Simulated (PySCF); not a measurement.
# A diatomic session: GeP+

What are the lowest state that PBE0 finds, the bond length, vibrational wavenumber and bond energy of GeP+, and how much do these hang on the method?

Program: PySCF 2.14.0. Level of theory: Ge x2c-SVPall, P x2c-SVPall, spin-free X2C with a Gaussian nucleus. These are calculated values, not measurements.

### 1 Input

A driver script around PySCF takes these settings:

```yaml
atoms: Ge, P
charge: 1
basis: Ge x2c-SVPall, P x2c-SVPall
Hamiltonian: spin-free X2C with a Gaussian nucleus
basis_functions: 50
electrons_treated: 46
masses_in_u: 73.9212, 30.9738
levels: PBE0, PBE, r²SCAN, M06-2X, revPBE, BHandHLYP, HSE06, HF, MP2, SCS-MP2, CCSD, CCSD(T)
grid: 80 radial by 434 angular points
occupations: held fixed by the projection of orbital angular momentum
dissociation_limit: Ge+ + P, each in its ground configuration
starting_distance_in_angstrom: 2.325
values_of_2S_to_try: 0, 2, 4
```

Command:

```console
> OMP_NUM_THREADS=1 python dia.py task.json out
```

After the search, every level is run at each distance in turn; below they are sorted by level.

### 2 State search with unrestricted PBE0

Unrestricted PBE0 solutions at 2.325 Å, counted from the lowest. The search isn't exhaustive.

```csv
2Ms+1,unpaired,term,E (eV),⟨S²⟩,⟨Lz²⟩,μ (D)
3,π ↑↑,³Σ⁻,0.00,2.01,0.00,-0.02
1,π ↑↓,not assigned,0.29,1.01,2.01,0.10
3,"σ ↑, π ↑",³Π,0.72,2.08,1.00,-0.18
1,"σ ↓, π ↑",not assigned,0.95,1.05,1.01,-0.27
1,none,not assigned,1.17,0.00,2.00,0.52
5,"σ ↑, π ↑↑↑",⁵Π,1.88,6.00,1.00,1.38
```

6 of 14 solutions are listed, lowest first.

A term symbol stands only where ⟨S²⟩ and ⟨Lz²⟩ are near those of a pure state. A positive dipole points from Ge to P; in an ion it is taken about the centre of mass and does not tell which atom is negative.

Followed over a short scan are these candidates:

```csv
2Ms+1,unpaired,R at minimum (Å),energy at minimum (eV)
3,π ↑↑,2.32,0.00
1,π ↑↓,2.32,0.29
3,"σ ↑, π ↑",2.17,0.56
1,"σ ↓, π ↑",2.16,0.76
1,none,2.32,1.17
```

The search made 18 SCF attempts at the starting distance; with the short scans it took 12 s of wall time (1 thread of AMD EPYC 7R13 (Zen 3), shared host).

### 3 First curve: PBE0

State followed: ³Σ⁻ (triplet), unpaired electrons π ↑↑. The scan is laid around 2.317 Å.

Log of the SCF at 2.317 Å:

```text
******** <class 'pyscf.dft.uks_symm.SymAdaptedUKS'> ********
method = SymAdaptedUKS
initial guess = minao
damping factor = 0
level_shift factor = 0
DIIS = <class 'pyscf.scf.diis.CDIIS'>
diis_start_cycle = 1
diis_space = 10
diis_damp = 0
SCF conv_tol = 1e-09
SCF conv_tol_grad = None
SCF max_cycles = 60
direct_scf = False
max_memory 909 MB (current use 301 MB)
number electrons alpha = 24  beta = 22
XC library pyscf.dft.libxc version 7.0.0
    S. Lehtola, C. Steigemann, M. J.T. Oliveira, and M. A.L. Marques.,  SoftwareX 7, 1–5 (2018)
XC functionals = PBE0
    C. Adamo and V. Barone.,  J. Chem. Phys. 110, 6158 (1999)
    M. Ernzerhof and G. E. Scuseria.,  J. Chem. Phys. 110, 5029 (1999)
small_rho_cutoff = 0
Overwritten attributes  get_jk get_k get_j get_hcore get_occ  of <class 'pyscf.dft.uks_symm.SymAdaptedUKS'>
<class 'pyscf.dft.uks_symm.SymAdaptedUKS'> does not have attributes  refdm
Set gradient conv threshold to 3.16228e-05
init E= -2439.73344637869
cycle= 1 E= -2439.731131043  delta_E= 0.00232  |g|= 0.00176  |ddm|= 0.00688
cycle= 2 E= -2439.73113028261  delta_E= 7.6e-07  |g|= 0.00201  |ddm|= 0.00634
cycle= 3 E= -2439.73113390982  delta_E= -3.63e-06  |g|= 0.000537  |ddm|= 0.00409
cycle= 4 E= -2439.73113412947  delta_E= -2.2e-07  |g|= 5.7e-05  |ddm|= 0.000834
cycle= 5 E= -2439.73113413104  delta_E= -1.57e-09  |g|= 1.95e-05  |ddm|= 9.39e-05
cycle= 6 E= -2439.73113413149  delta_E= -4.52e-10  |g|= 8.17e-06  |ddm|= 5.25e-05
Extra cycle  E= -2439.73113413144  delta_E= 4.82e-11  |g|= 1.17e-05  |ddm|= 4e-05
converged SCF energy = -2439.73113413144  <S^2> = 2.0057245  2S+1 = 3.0038139
```

Points of the scan, energies from the lowest:

```csv
R (Å),E (eV),μ (D),Mulliken charge of Ge (e),Mayer bond order,⟨S²⟩,HOMO (eV),LUMO (eV)
1.9926,0.9601,0.97,0.62,1.67,2.01,-13.43,-11.43
2.0853,0.4203,0.68,0.65,1.65,2.01,-13.39,-11.10
2.1780,0.1271,0.40,0.69,1.64,2.01,-13.32,-10.80
2.2475,0.0256,0.20,0.70,1.62,2.01,-13.26,-10.61
2.3170,0.0000,0.00,0.72,1.61,2.01,-13.18,-10.42
2.3865,0.0323,-0.19,0.73,1.60,2.01,-13.09,-10.26
2.4792,0.1414,-0.42,0.75,1.57,2.01,-12.96,-10.08
2.5950,0.3486,-0.69,0.76,1.54,2.01,-12.78,-9.90
2.7341,0.6543,-0.97,0.77,1.48,2.01,-12.56,-9.76
2.9194,1.0877,-1.25,0.78,1.36,2.04,-12.26,-9.68
```

The fit gives Re = 2.310 Å, ωe = 391 cm⁻¹, ωexe = 1.24 cm⁻¹, αe = 0.000653 cm⁻¹, Be = 0.1447 cm⁻¹, De = 2.67 eV, μ = 0.02 D.

Orbitals nearest the gap at 2.317 Å:

```csv
spin,orbital,ε (eV),filled,made of
β,π,-40.68,yes,Ge d 100 %
β,σ,-40.64,yes,Ge d 100 %
α,σ,-24.20,yes,"P s 68 %, Ge s 23 %"
β,σ,-22.52,yes,"P s 52 %, Ge s 38 %"
α,σ,-19.42,yes,"Ge s 67 %, P s 28 %"
β,σ,-18.48,yes,"Ge s 53 %, P s 40 %"
α,π,-13.97,yes,"P p 78 %, Ge p 20 %"
α,π,-13.97,yes,"P p 78 %, Ge p 20 %"
α,σ,-13.59,yes,"P p 51 %, Ge p 35 %, Ge s 9 %"
β,σ,-13.18,yes,"P p 50 %, Ge p 38 %"
β,π,-10.42,no,"Ge p 52 %, P p 46 %"
β,π,-10.42,no,"Ge p 52 %, P p 46 %"
α,π,-9.13,no,"Ge p 79 %, P p 21 %"
α,π,-9.13,no,"Ge p 79 %, P p 21 %"
```

Polarisability there: 72.5 bohr³ along the bond, 29.5 across it. Without diffuse functions these come out too small, above all across the bond.

### 4 Orbitals, density and potential

The fields below are evaluated on a grid from the run's orbitals.

Frontier orbitals at PBE0 (alpha spin), with the share of their density that lies nearest to each atom:

```csv
orbital,energy (eV),lies on
HOMO-1,-13.97,P2 79 %; Ge1 21 %
HOMO,-13.59,P2 55 %; Ge1 45 %
LUMO,-9.13,Ge1 77 %; P2 23 %
```

ELF in a plane through or near 2 of the atoms.

Ten even steps from '0' (0.00) to '9' (0.98):
```
0000000000000000000000000000
0000000000000011111110000000
0000011111000123333332110000
0001234543111234455554321000
0012457764222334566665432000
0125789864334456778887654200
0247999743234667888999765310
1369998522224678633699886410
1379997346623787134179987520
1489996275642786164459997520
1489996275642786165459997520
1379997346623787134179987520
1369998522224678633699886410
0247999743234667888999765310
0125789864334456778887654200
0012457764222334566665432000
0001234543111234455554321000
0000011111000123333332110000
0000000000000011111110000000
0000000000000000000000000000
```
The map spans 7.5 Å across and 5.2 Å up, centred on the molecule. Atoms in the plane (x, y in Å): Ge1 (-1.2, 0.0), P2 (1.2, 0.0).

log10 of the density (e/Å³) in the same plane.

Ten even steps from ' ' (-4.0) to '@' (3.7):
```
            ..............................              
      ........................::::::::::........        
    ........::::::::::::::::::::::::::::::::......      
  ......::::::::------::::::--------------::::::....    
  ....::::::::------------------------------::::::....  
....::::::------------------------======------::::::..  
....::::------============================------::::....
..::::------====++++++==============++======------::::..
..::::----====++******++========++****++======----::::..
..::::----====++**@@%%**++====++++####**++====----::::..
..::::----====++**@@%%**++====++++####**++====----::::..
..::::----====++******++======++++****++======----::::..
..::::------====++++++==============++======------::::..
....::::------============================------::::....
....::::::----------------------========------::::::..  
  ....::::::::------------------------------::::::....  
  ......::::::::------::::::--------------::::::....    
    ........::::::::::::::::::::::::::::::::......      
      ........................::::::::::........        
            ..............................              
```
The map spans 7.5 Å across and 5.2 Å up, centred on the molecule. Atoms in the plane (x, y in Å): Ge1 (-1.2, 0.0), P2 (1.2, 0.0).

On the surface of density 0.002 e/bohr³ the electrostatic potential runs, from the 1st to the 99th percentile, from 4.21 V near P2 to 7.89 V near Ge1.

The spin density lies nearest to P2 79 %; Ge1 21 %.

### 5 Excited determinants

State 2: Ms = 0 determinant of mixed spin (⟨S²⟩ = 1.01), unpaired electrons π ↑↓, an excited solution.

Log of the SCF at 2.317 Å:

```text
[... 13 set-up lines left out, the same as in an earlier log ...]
max_memory 909 MB (current use 349 MB)
number electrons alpha = 23  beta = 23
[... 7 set-up lines left out, the same as in an earlier log ...]
init E= -2439.72272909273
cycle= 1 E= -2439.72043935784  delta_E= 0.00229  |g|= 0.0018  |ddm|= 0.00688
cycle= 2 E= -2439.72043778684  delta_E= 1.57e-06  |g|= 0.00223  |ddm|= 0.00673
cycle= 3 E= -2439.72044234679  delta_E= -4.56e-06  |g|= 0.00056  |ddm|= 0.00446
cycle= 4 E= -2439.72044258752  delta_E= -2.41e-07  |g|= 5.69e-05  |ddm|= 0.000852
cycle= 5 E= -2439.72044258866  delta_E= -1.14e-09  |g|= 1.84e-05  |ddm|= 7.95e-05
cycle= 6 E= -2439.72044258897  delta_E= -3.15e-10  |g|= 7.36e-06  |ddm|= 4.2e-05
Extra cycle  E= -2439.7204425889  delta_E= 7.55e-11  |g|= 1.15e-05  |ddm|= 3.61e-05
converged SCF energy = -2439.7204425889  <S^2> = 1.0063776  2S+1 = 2.241765
```

Re = 2.312 Å, ωe = 393 cm⁻¹; the determinant mixes terms (⟨S²⟩ = 1.01, ⟨Lz²⟩ = 2.01), so these belong to no real state. Its minimum lies 0.29 eV above that of the lowest state.

State 3: ³Π (triplet), unpaired electrons σ ↑, π ↑, an excited solution.

The SCF at the reference distance, 2.317 Å, printed:

```text
[... 13 set-up lines left out, the same as in an earlier log ...]
max_memory 909 MB (current use 313 MB)
[... 8 set-up lines left out, the same as in an earlier log ...]
init E= -2439.70869957249
cycle= 1 E= -2439.70527246292  delta_E= 0.00343  |g|= 0.00197  |ddm|= 0.00669
cycle= 2 E= -2439.70526114169  delta_E= 1.13e-05  |g|= 0.00401  |ddm|= 0.00905
cycle= 3 E= -2439.70527690271  delta_E= -1.58e-05  |g|= 0.000778  |ddm|= 0.00663
cycle= 4 E= -2439.70527756197  delta_E= -6.59e-07  |g|= 0.000207  |ddm|= 0.00123
cycle= 5 E= -2439.70527788521  delta_E= -3.23e-07  |g|= 0.000188  |ddm|= 0.00111
cycle= 6 E= -2439.7052783225  delta_E= -4.37e-07  |g|= 0.000129  |ddm|= 0.0018
cycle= 7 E= -2439.70527879421  delta_E= -4.72e-07  |g|= 5.46e-05  |ddm|= 0.00352
cycle= 8 E= -2439.70527885084  delta_E= -5.66e-08  |g|= 1.38e-05  |ddm|= 0.00152
cycle= 9 E= -2439.70527885172  delta_E= -8.74e-10  |g|= 2.57e-06  |ddm|= 0.000149
Extra cycle  E= -2439.70527885174  delta_E= -2.18e-11  |g|= 1.21e-06  |ddm|= 9.49e-06
converged SCF energy = -2439.70527885174  <S^2> = 2.0752149  2S+1 = 3.049731
```

Re = 2.162 Å, ωe = 446 cm⁻¹, ωexe = 3.70 cm⁻¹, αe = 0.000985 cm⁻¹, Be = 0.1652 cm⁻¹, μ = -0.03 D. Its minimum lies 0.56 eV above that of the lowest state.

State 4: Ms = 0 determinant of mixed spin (⟨S²⟩ = 1.02), unpaired electrons σ ↓, π ↑, an excited solution.

The SCF at the reference distance, 2.317 Å, printed:

```text
[... 22 set-up lines left out, the same as in an earlier log ...]
init E= -2439.70031929411
cycle= 1 E= -2439.69678214616  delta_E= 0.00354  |g|= 0.00183  |ddm|= 0.00657
cycle= 2 E= -2439.69677484226  delta_E= 7.3e-06  |g|= 0.00331  |ddm|= 0.00755
cycle= 3 E= -2439.6967851609  delta_E= -1.03e-05  |g|= 0.000951  |ddm|= 0.00589
cycle= 4 E= -2439.69678600039  delta_E= -8.39e-07  |g|= 0.000147  |ddm|= 0.00138
cycle= 5 E= -2439.69678612537  delta_E= -1.25e-07  |g|= 0.000129  |ddm|= 0.000661
cycle= 6 E= -2439.69678627259  delta_E= -1.47e-07  |g|= 9.56e-05  |ddm|= 0.000844
cycle= 7 E= -2439.69678652095  delta_E= -2.48e-07  |g|= 6.52e-05  |ddm|= 0.00194
cycle= 8 E= -2439.69678668452  delta_E= -1.64e-07  |g|= 2.1e-05  |ddm|= 0.00273
cycle= 9 E= -2439.69678669144  delta_E= -6.92e-09  |g|= 3.44e-06  |ddm|= 0.000616
cycle= 10 E= -2439.69678669152  delta_E= -7.59e-11  |g|= 7.49e-07  |ddm|= 5.35e-05
Extra cycle  E= -2439.69678669152  delta_E= -9.09e-13  |g|= 9.07e-07  |ddm|= 3.42e-06
converged SCF energy = -2439.69678669152  <S^2> = 1.0447342  2S+1 = 2.2757278
```

Re = 2.154 Å, ωe = 458 cm⁻¹; the determinant mixes terms (⟨S²⟩ = 1.02, ⟨Lz²⟩ = 1.01), so these belong to no real state. Its minimum lies 0.77 eV above that of the lowest state.

Energy (eV) from the lowest point of the lowest state:

```csv
R (Å),lowest,state 2,state 3,state 4
1.993,0.960,1.268,0.855,1.041
2.085,0.420,0.722,0.613,0.809
2.178,0.127,0.423,0.562,0.770
2.248,0.026,0.319,0.609,0.827
2.317,0.000,0.291,0.704,0.935
2.386,0.032,0.322,0.824,1.072
2.479,0.141,0.431,0.994,1.267
2.595,0.349,0.641,1.194,1.497
2.734,0.654,0.955,1.397,1.738
2.919,1.088,1.412,1.609,1.996
```

### 6 PBE (GGA)

Log of the SCF at 2.317 Å:

```text
[... 17 set-up lines left out, the same as in an earlier log ...]
XC functionals = PBE
    J. P. Perdew, K. Burke, and M. Ernzerhof.,  Phys. Rev. Lett. 77, 3865 (1996)
    J. P. Perdew, K. Burke, and M. Ernzerhof.,  Phys. Rev. Lett. 78, 1396 (1997)
    J. P. Perdew, K. Burke, and M. Ernzerhof.,  Phys. Rev. Lett. 77, 3865 (1996)
    J. P. Perdew, K. Burke, and M. Ernzerhof.,  Phys. Rev. Lett. 78, 1396 (1997)
[... 2 set-up lines left out, the same as in an earlier log ...]
init E= -2439.68103956415
cycle= 1 E= -2439.68188662909  delta_E= -0.000847  |g|= 0.0601  |ddm|= 0.113
cycle= 2 E= -2439.6786955781  delta_E= 0.00319  |g|= 0.0775  |ddm|= 0.148
cycle= 3 E= -2439.68130379742  delta_E= -0.00261  |g|= 0.0429  |ddm|= 0.171
cycle= 4 E= -2439.68299228388  delta_E= -0.00169  |g|= 0.00079  |ddm|= 0.0667
cycle= 5 E= -2439.68299269253  delta_E= -4.09e-07  |g|= 0.000327  |ddm|= 0.00207
cycle= 6 E= -2439.68299278058  delta_E= -8.8e-08  |g|= 7.27e-05  |ddm|= 0.000508
cycle= 7 E= -2439.68299278553  delta_E= -4.95e-09  |g|= 1.02e-05  |ddm|= 0.00011
cycle= 8 E= -2439.68299278564  delta_E= -1.1e-10  |g|= 3.24e-06  |ddm|= 2.69e-05
Extra cycle  E= -2439.68299278555  delta_E= 8.69e-11  |g|= 9.82e-06  |ddm|= 2.28e-05
converged SCF energy = -2439.68299278555  <S^2> = 2.0043789  2S+1 = 3.0029178
```

Re = 2.344 Å, ωe = 368 cm⁻¹, ωexe = 1.19 cm⁻¹, αe = 0.000655 cm⁻¹, Be = 0.1406 cm⁻¹, De = 2.98 eV, μ = 0.24 D. 5.8 s of CPU time for 12 points, integrals apart.

### 7 r²SCAN (meta-GGA)

The SCF at the reference distance, 2.317 Å, printed:

```text
[... 13 set-up lines left out, the same as in an earlier log ...]
max_memory 909 MB (current use 314 MB)
[... 3 set-up lines left out, the same as in an earlier log ...]
XC functionals = R2SCAN
    J. W. Furness, A. D. Kaplan, J. Ning, J. P. Perdew, and J. Sun.,  J. Phys. Chem. Lett. 11, 8208-8215 (2020)
    J. W. Furness, A. D. Kaplan, J. Ning, J. P. Perdew, and J. Sun.,  J. Phys. Chem. Lett. 11, 9248-9248 (2020)
    J. W. Furness, A. D. Kaplan, J. Ning, J. P. Perdew, and J. Sun.,  J. Phys. Chem. Lett. 11, 8208-8215 (2020)
    J. W. Furness, A. D. Kaplan, J. Ning, J. P. Perdew, and J. Sun.,  J. Phys. Chem. Lett. 11, 9248-9248 (2020)
[... 2 set-up lines left out, the same as in an earlier log ...]
init E= -2440.07868806821
cycle= 1 E= -2440.07914377665  delta_E= -0.000456  |g|= 0.023  |ddm|= 0.0963
cycle= 2 E= -2440.07685867864  delta_E= 0.00229  |g|= 0.0502  |ddm|= 0.129
cycle= 3 E= -2440.07967102355  delta_E= -0.00281  |g|= 0.00799  |ddm|= 0.0939
cycle= 4 E= -2440.0796846579  delta_E= -1.36e-05  |g|= 0.000274  |ddm|= 0.00459
cycle= 5 E= -2440.07968472896  delta_E= -7.11e-08  |g|= 0.000117  |ddm|= 0.000686
cycle= 6 E= -2440.07968474208  delta_E= -1.31e-08  |g|= 3.41e-05  |ddm|= 0.000231
cycle= 7 E= -2440.07968474377  delta_E= -1.69e-09  |g|= 7.63e-06  |ddm|= 9.3e-05
cycle= 8 E= -2440.0796847439  delta_E= -1.3e-10  |g|= 2.42e-06  |ddm|= 3.14e-05
Extra cycle  E= -2440.0796847439  delta_E= 6.37e-12  |g|= 3.89e-06  |ddm|= 1.21e-05
converged SCF energy = -2440.0796847439  <S^2> = 2.0084494  2S+1 = 3.0056276
```

Re = 2.314 Å, ωe = 384 cm⁻¹, ωexe = 1.25 cm⁻¹, αe = 0.000672 cm⁻¹, Be = 0.1442 cm⁻¹, De = 2.72 eV, μ = 0.16 D. 6.5 s of CPU time for 12 points, integrals apart.

### 8 M06-2X

The SCF at the reference distance, 2.317 Å, printed:

```text
[... 13 set-up lines left out, the same as in an earlier log ...]
max_memory 909 MB (current use 326 MB)
[... 3 set-up lines left out, the same as in an earlier log ...]
XC functionals = M062X
    Y. Zhao and D. G. Truhlar.,  Theor. Chem. Acc. 120, 215 (2008)
    Y. Zhao and D. G. Truhlar.,  Theor. Chem. Acc. 120, 215 (2008)
[... 2 set-up lines left out, the same as in an earlier log ...]
init E= -2440.16467591291
cycle= 1 E= -2440.16915128558  delta_E= -0.00448  |g|= 0.0666  |ddm|= 0.253
cycle= 2 E= -2440.16954633251  delta_E= -0.000395  |g|= 0.051  |ddm|= 0.0588
cycle= 3 E= -2440.16998617612  delta_E= -0.00044  |g|= 0.00248  |ddm|= 0.0194
cycle= 4 E= -2440.16999407732  delta_E= -7.9e-06  |g|= 0.00168  |ddm|= 0.00781
cycle= 5 E= -2440.1699973063  delta_E= -3.23e-06  |g|= 0.000452  |ddm|= 0.00387
cycle= 6 E= -2440.16999819918  delta_E= -8.93e-07  |g|= 0.000223  |ddm|= 0.00242
cycle= 7 E= -2440.16999832998  delta_E= -1.31e-07  |g|= 2.98e-05  |ddm|= 0.00119
cycle= 8 E= -2440.16999833231  delta_E= -2.33e-09  |g|= 5.13e-06  |ddm|= 0.000166
cycle= 9 E= -2440.16999833239  delta_E= -7.82e-11  |g|= 1.62e-06  |ddm|= 2.83e-05
Extra cycle  E= -2440.1699983324  delta_E= -5.46e-12  |g|= 9.04e-07  |ddm|= 6.12e-06
converged SCF energy = -2440.1699983324  <S^2> = 2.0046878  2S+1 = 3.0031236
```

Re = 2.305 Å, ωe = 393 cm⁻¹, ωexe = 1.44 cm⁻¹, αe = 0.000692 cm⁻¹, Be = 0.1453 cm⁻¹, De = 2.41 eV, μ = 0.03 D. 7.7 s of CPU time for 12 points, integrals apart.

### 9 revPBE

Output of the SCF at 2.317 Å:

```text
[... 13 set-up lines left out, the same as in an earlier log ...]
max_memory 909 MB (current use 327 MB)
[... 3 set-up lines left out, the same as in an earlier log ...]
XC functionals = PBE_R,PBE
    Y. Zhang and W. Yang.,  Phys. Rev. Lett. 80, 890 (1998)
[... 4 set-up lines left out, the same as in an earlier log ...]
init E= -2439.94308215543
cycle= 1 E= -2439.94387194973  delta_E= -0.00079  |g|= 0.0512  |ddm|= 0.0967
cycle= 2 E= -2439.94199111297  delta_E= 0.00188  |g|= 0.0637  |ddm|= 0.116
cycle= 3 E= -2439.94358513733  delta_E= -0.00159  |g|= 0.0332  |ddm|= 0.134
cycle= 4 E= -2439.94461670216  delta_E= -0.00103  |g|= 0.000592  |ddm|= 0.0526
cycle= 5 E= -2439.94461693993  delta_E= -2.38e-07  |g|= 0.00023  |ddm|= 0.0015
cycle= 6 E= -2439.94461698413  delta_E= -4.42e-08  |g|= 5.39e-05  |ddm|= 0.00036
cycle= 7 E= -2439.94461698684  delta_E= -2.71e-09  |g|= 6.82e-06  |ddm|= 8.74e-05
cycle= 8 E= -2439.94461698689  delta_E= -4.55e-11  |g|= 2.56e-06  |ddm|= 1.92e-05
Extra cycle  E= -2439.94461698683  delta_E= 5.23e-11  |g|= 7.63e-06  |ddm|= 1.78e-05
converged SCF energy = -2439.94461698683  <S^2> = 2.0049517  2S+1 = 3.0032993
```

Re = 2.353 Å, ωe = 364 cm⁻¹, ωexe = 1.20 cm⁻¹, αe = 0.000658 cm⁻¹, Be = 0.1395 cm⁻¹, De = 2.80 eV, μ = 0.16 D. 3.6 s of CPU time for 12 points, integrals apart.

### 10 BHandHLYP

The SCF at the reference distance, 2.317 Å, printed:

```text
[... 17 set-up lines left out, the same as in an earlier log ...]
XC functionals = BHANDHLYP
    A. D. Becke.,  J. Chem. Phys. 98, 1372 (1993)
    Defined through Gaussian implementation.
[... 2 set-up lines left out, the same as in an earlier log ...]
init E= -2440.09061915299
cycle= 1 E= -2440.0916728039  delta_E= -0.00105  |g|= 0.0266  |ddm|= 0.0688
cycle= 2 E= -2440.09176175164  delta_E= -8.89e-05  |g|= 0.0195  |ddm|= 0.0302
cycle= 3 E= -2440.09184008731  delta_E= -7.83e-05  |g|= 0.00111  |ddm|= 0.0103
cycle= 4 E= -2440.09184372326  delta_E= -3.64e-06  |g|= 0.000469  |ddm|= 0.00452
cycle= 5 E= -2440.09184427525  delta_E= -5.52e-07  |g|= 0.000222  |ddm|= 0.00215
cycle= 6 E= -2440.09184438154  delta_E= -1.06e-07  |g|= 8.22e-05  |ddm|= 0.000758
cycle= 7 E= -2440.09184439033  delta_E= -8.79e-09  |g|= 7.07e-06  |ddm|= 0.000264
cycle= 8 E= -2440.09184439041  delta_E= -8.28e-11  |g|= 1.18e-06  |ddm|= 2.97e-05
Extra cycle  E= -2440.09184439041  delta_E= -2.73e-12  |g|= 9.65e-07  |ddm|= 3.79e-06
converged SCF energy = -2440.09184439041  <S^2> = 2.0055146  2S+1 = 3.0036742
```

Re = 2.300 Å, ωe = 397 cm⁻¹, ωexe = 1.35 cm⁻¹, αe = 0.000675 cm⁻¹, Be = 0.1460 cm⁻¹, De = 2.39 eV, μ = -0.09 D.

### 11 HSE06 (range-separated hybrid)

The SCF at the reference distance, 2.317 Å, printed:

```text
[... 17 set-up lines left out, the same as in an earlier log ...]
XC functionals = HSE06
    J. Heyd, G. E. Scuseria, and M. Ernzerhof.,  J. Chem. Phys. 118, 8207 (2003)
    J. Heyd, G. E. Scuseria, and M. Ernzerhof.,  J. Chem. Phys. 124, 219906 (2006)
    A. V. Krukau, O. A. Vydrov, A. F. Izmaylov, and G. E. Scuseria.,  J. Chem. Phys. 125, 224106 (2006)
[... 2 set-up lines left out, the same as in an earlier log ...]
init E= -2439.75152468798
cycle= 1 E= -2439.75155658532  delta_E= -3.19e-05  |g|= 0.0122  |ddm|= 0.0191
cycle= 2 E= -2439.7515555243  delta_E= 1.06e-06  |g|= 0.0119  |ddm|= 0.0102
cycle= 3 E= -2439.75158202904  delta_E= -2.65e-05  |g|= 0.000358  |ddm|= 0.00597
cycle= 4 E= -2439.75158213081  delta_E= -1.02e-07  |g|= 0.000196  |ddm|= 0.000964
cycle= 5 E= -2439.75158223035  delta_E= -9.95e-08  |g|= 3.36e-05  |ddm|= 0.000385
cycle= 6 E= -2439.7515821662  delta_E= 6.41e-08  |g|= 5.23e-06  |ddm|= 6.27e-05
cycle= 7 E= -2439.75158216626  delta_E= -5.37e-11  |g|= 1.2e-06  |ddm|= 1.86e-05
Extra cycle  E= -2439.75158216626  delta_E= -4.55e-12  |g|= 6.74e-07  |ddm|= 4.61e-06
converged SCF energy = -2439.75158216626  <S^2> = 2.0055534  2S+1 = 3.0037
```

Re = 2.313 Å, ωe = 389 cm⁻¹, ωexe = 1.24 cm⁻¹, αe = 0.000656 cm⁻¹, Be = 0.1444 cm⁻¹, De = 2.71 eV, μ = 0.03 D. 11 s of CPU time for 12 points, integrals apart.

(Part 1 of 2 ends here.)
